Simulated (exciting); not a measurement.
# FeO (Pm-3m) in exciting: reference runs

Reference runs on FeO: the cell as given.

All numbers are computed with exciting (release sodium); they aren't measurements. Logs are shortened: lines on timing, memory, paths and dates and some standing lists are left out, and cuts for length are marked.

### Step 1. The structure

It takes space group Pm-3m (No. 221, cubic). The conventional cell has a = 2.612 Å, b = 2.612 Å, c = 2.612 Å, α = 90.00°, β = 90.00°, γ = 90.00°. Around Fe (site symmetry m-3m) lie 8 O at 2.26 Å. O (site symmetry m-3m) is surrounded by 8 Fe at 2.26 Å.

The cell comes from a database or a generator and needn't be the stable form of this composition.

### Step 2. Single point, PBEsol, collinear spin, ferromagnetic start

Contents of input.xml:

```xml
<input>
  <title>FeO</title>
  <structure speciespath="./" tshift="false">
    <crystal scale="1">
      <basevect>4.936852109602 0.000000000000 0.000000000000</basevect>
      <basevect>0.000000000000 4.936852109602 0.000000000000</basevect>
      <basevect>0.000000000000 0.000000000000 4.936852109602</basevect>
    </crystal>
    <species speciesfile="Fe.xml" rmt="2">
      <atom coord="0.000000000000 0.000000000000 0.000000000000" bfcmt="0 0 -8"/>
    </species>
    <species speciesfile="O.xml" rmt="1.45">
      <atom coord="0.500000000000 0.500000000000 0.500000000000" bfcmt="0 0 0"/>
    </species>
  </structure>
  <groundstate do="fromscratch" ngridk="10 10 10" rgkmax="7.5" gmaxvr="14" lmaxapw="10" lmaxmat="10" lmaxvr="8" xctype="GGA_PBE_SOL" stype="Fermi Dirac" swidth="0.00183747" nempty="24" ValenceRelativity="iora*" epsengy="1e-05" epspot="1e-05" maxscl="90" tforce="true" outputlevel="normal">
    <spin reducebf="0.5"/>
  </groundstate>
</input>
```

Potentials or basis: all-electron LAPW+lo, shipped species files, valence relativity iora*.

The run is started by

```console
$ OMP_NUM_THREADS=1 exciting_smp
```

INFO.OUT:

```text
================================================================================
EXCITING SODIUM started
[... 10 lines left out ...]

 Lattice vectors (cartesian) :
      4.9368521096      0.0000000000      0.0000000000
      0.0000000000      4.9368521096      0.0000000000
      0.0000000000      0.0000000000      4.9368521096

 Reciprocal lattice vectors (cartesian) :
      1.2727108626      0.0000000000      0.0000000000
      0.0000000000      1.2727108626      0.0000000000
      0.0000000000      0.0000000000      1.2727108626

 Unit cell volume                           :     120.3234712490
 Brillouin zone volume                      :       2.0615280699

 Species :    1 (Fe)
     parameters loaded from                 :    Fe.xml
     name                                   :    iron
     nuclear charge                         :     -26.00000000
     electronic charge                      :      26.00000000
     atomic mass                            :  101799.20740000
     muffin-tin radius                      :       2.00000000
     # of radial points in muffin-tin       :     350

     atomic positions (lattice) :
       1 :   0.00000000  0.00000000  0.00000000

     magnetic fields (cartesian) :
       1 :   0.00000000  0.00000000 -8.00000000

 Species :    2 (O)
     parameters loaded from                 :    O.xml
     name                                   :    oxygen
     nuclear charge                         :      -8.00000000
     electronic charge                      :       8.00000000
     atomic mass                            :   29165.12203000
     muffin-tin radius                      :       1.45000000
     # of radial points in muffin-tin       :     250

     atomic positions (lattice) :
       1 :   0.50000000  0.50000000  0.50000000

     magnetic fields (cartesian) :
       1 :   0.00000000  0.00000000  0.00000000

 Total number of atoms per unit cell        :       2

 Spin treatment                             :    spin-polarised
 Global magnetic field (cartesian) :        0.00000000   0.00000000   0.00000000
 collinear magnetisation in z-direction

 Number of Bravais lattice symmetries       :      48
 Number of crystal symmetries               :      48

 k-point grid                               :      10   10   10
 Total number of k-points                   :      56
 k-point set is reduced with crystal symmetries

 R^MT_min * |G+k|_max (rgkmax)              :       7.50000000
 Species with R^MT_min                      :       2 (O)
 Maximum |G+k| for APW functions            :       5.17241379
 Maximum |G| for potential and density      :      14.00000000

 G-vector grid sizes                        :      24    24    24
 Total number of G-vectors                  :    5575

 Maximum angular momentum used for
     APW functions                          :      10
     computing H and O matrix elements      :      10
     potential and density                  :       8
     inner part of muffin-tin               :       2

 Total nuclear charge                       :     -34.00000000
 Total electronic charge                    :      34.00000000
 Total core charge                          :      12.00000000
 Total valence charge                       :      22.00000000

 Number of empty states                     :      24
 Total number of valence states             :      72

 Maximum Hamiltonian size                   :     317
 Maximum number of plane-waves              :     300
 Total number of local-orbitals             :      17

 Exchange-correlation type                  :      22
     PBEsol, Phys. Rev. Lett. 100, 136406 (2008)
     Generalised gradient approximation (GGA)

 Smearing scheme                            :    Fermi-Dirac
 Smearing width                             :       0.00183747

 Using multisecant Broyden potential mixing
[... 6 lines left out ...]
* Groundstate module started                                                   *
********************************************************************************
 Output level for this task is set to normal

++++++++++++++++++++++++++++++++++++++++++++++++++++++++++++++++++++++++++++++++
[... 5 lines left out ...]
+ SCF iteration number :    1                                                  +
++++++++++++++++++++++++++++++++++++++++++++++++++++++++++++++++++++++++++++++++
 Total energy                               :     -1345.70192294
 _______________________________________________________________
 Fermi energy                               :         0.35640177
 Kinetic energy                             :      1364.19380880
 Coulomb energy                             :     -2646.82802772
 Exchange energy                            :       -61.37316302
 Correlation energy                         :        -1.69454100
 No external B-field energy in total energy

 DOS at Fermi energy (states/Ha/cell)       :       119.62005193

 Electron charges :
     core                                   :        12.00000000
     core leakage                           :         0.00000070
     valence                                :        22.00000000
     interstitial                           :         3.33388163
     charge in muffin-tin spheres :
                  atom     1    Fe          :        23.80408267
                  atom     2     O          :         6.86203570
     total charge in muffin-tins            :        30.66611837
     total charge                           :        34.00000000

 Moments :
     interstitial                           :         0.18013220
     moment in muffin-tin spheres :
                  atom     1    Fe          :         2.63004471
                  atom     2     O          :         0.12866699
     total moment in muffin-tins            :         2.75871170
     total moment                           :         2.93884389
[... 813 lines left out ...]
 Electron charges :
     core                                   :        12.00000000
     core leakage                           :         0.00000071
     valence                                :        22.00000000
     interstitial                           :         3.44623178
     charge in muffin-tin spheres :
                  atom     1    Fe          :        23.93523804
                  atom     2     O          :         6.61853018
     total charge in muffin-tins            :        30.55376822
     total charge                           :        34.00000000

 Moments :
     interstitial                           :         0.18277833
     moment in muffin-tin spheres :
                  atom     1    Fe          :         3.45229575
                  atom     2     O          :         0.36356897
     total moment in muffin-tins            :         3.81586472
     total moment                           :         3.99864305

 RMS change in effective potential (target) :  0.999227E-08  ( 0.100000E-04)
 Absolute change in total energy   (target) :  0.148218E-05  ( 0.100000E-04)
 Charge distance                   (target) :  0.405392E-08  ( 0.100000E-04)
 Abs. change in max-nonIBS-force   (target) :   0.00000      ( 0.500000E-04)

++++++++++++++++++++++++++++++++++++++++++++++++++++++++++++++++++++++++++++++++
| Convergency criteria checked for the last 2 iterations                       +
| Convergence targets achieved. Performing final SCF iteration                 +
++++++++++++++++++++++++++++++++++++++++++++++++++++++++++++++++++++++++++++++++
 Total energy                               :     -1346.62610391
 _______________________________________________________________
 Fermi energy                               :         0.36930576
 Kinetic energy                             :      1363.42596693
 Coulomb energy                             :     -2646.96171174
 Exchange energy                            :       -61.39838302
 Correlation energy                         :        -1.69197608
 No external B-field energy in total energy

 DOS at Fermi energy (states/Ha/cell)       :         5.68603695

 Electron charges :
     core                                   :        12.00000000
     core leakage                           :         0.00000071
     valence                                :        22.00000000
     interstitial                           :         3.44623181
     charge in muffin-tin spheres :
                  atom     1    Fe          :        23.93523800
                  atom     2     O          :         6.61853019
     total charge in muffin-tins            :        30.55376819
     total charge                           :        34.00000000

 Moments :
     interstitial                           :         0.18277834
     moment in muffin-tin spheres :
                  atom     1    Fe          :         3.45229577
                  atom     2     O          :         0.36356897
     total moment in muffin-tins            :         3.81586474
     total moment                           :         3.99864308

++++++++++++++++++++++++++++++++++++++++++++++++++++++++++++++++++++++++++++++++
+ Self-consistent loop stopped                                                 +
++++++++++++++++++++++++++++++++++++++++++++++++++++++++++++++++++++++++++++++++
 STATE.OUT is written

--------------------------------------------------------------------------------
- Writing atomic positions and forces                                          -
--------------------------------------------------------------------------------

 Atomic positions (lattice) :
 atom     1  Fe  :     0.00000000    0.00000000    0.00000000
 atom     2   O  :     0.50000000    0.50000000    0.50000000

 Total atomic forces including IBS (cartesian) :
 atom     1  Fe  :     0.00000000    0.00000000   -0.00000000
 atom     2   O  :     0.00000000   -0.00000000    0.00000000

 Atomic force components including IBS (cartesian) :
 atom     1  Fe  :     0.00000000    0.00000000   -0.00000000   HF force
                 :    -0.00000000    0.00000000    0.00000000   core correction
                 :    -0.00000000   -0.00000000    0.00000000   IBS correction
 atom     2   O  :     0.00000000    0.00000000    0.00000000   HF force
                 :     0.00000000    0.00000000    0.00000000   core correction
                 :     0.00000000    0.00000000   -0.00000000   IBS correction

********************************************************************************
* Groundstate module stopped                                                   *
********************************************************************************

--------------------------------------------------------------------------------
- CAUTION! Warnings have been written in file WARNING.OUT !                    -
--------------------------------------------------------------------------------
================================================================================
| EXCITING SODIUM stopped                                                      =
================================================================================
```

Run time: 3.3 min. Hardware: 1 thread of Arm Neoverse V2, shared host; peak memory 0.15 GiB.

What came out:

- Free energy: -36643.5650 eV
- Band gap on the k mesh: none (metal or under the smearing width)
- Net moment: 4.00 μB per cell
- Site moments: Fe +3.45; O +0.36 μB
- All electrons inside the program's atomic spheres: Fe 23.94; O 6.62 (radii Fe 2.0, O 1.45 bohr)

Caveat: the log's total energy holds no entropy term; the free energy is that total less TS from the occupations; a cell with one magnetic atom can't hold antiferromagnetic order, which such compounds often take; semilocal functionals often make such compounds metallic where correlation or magnetic order opens a gap, which also shifts bond lengths. With open d or f shells a metallic result of PBEsol can be an artefact of self-interaction; +U or a hybrid may open a gap.
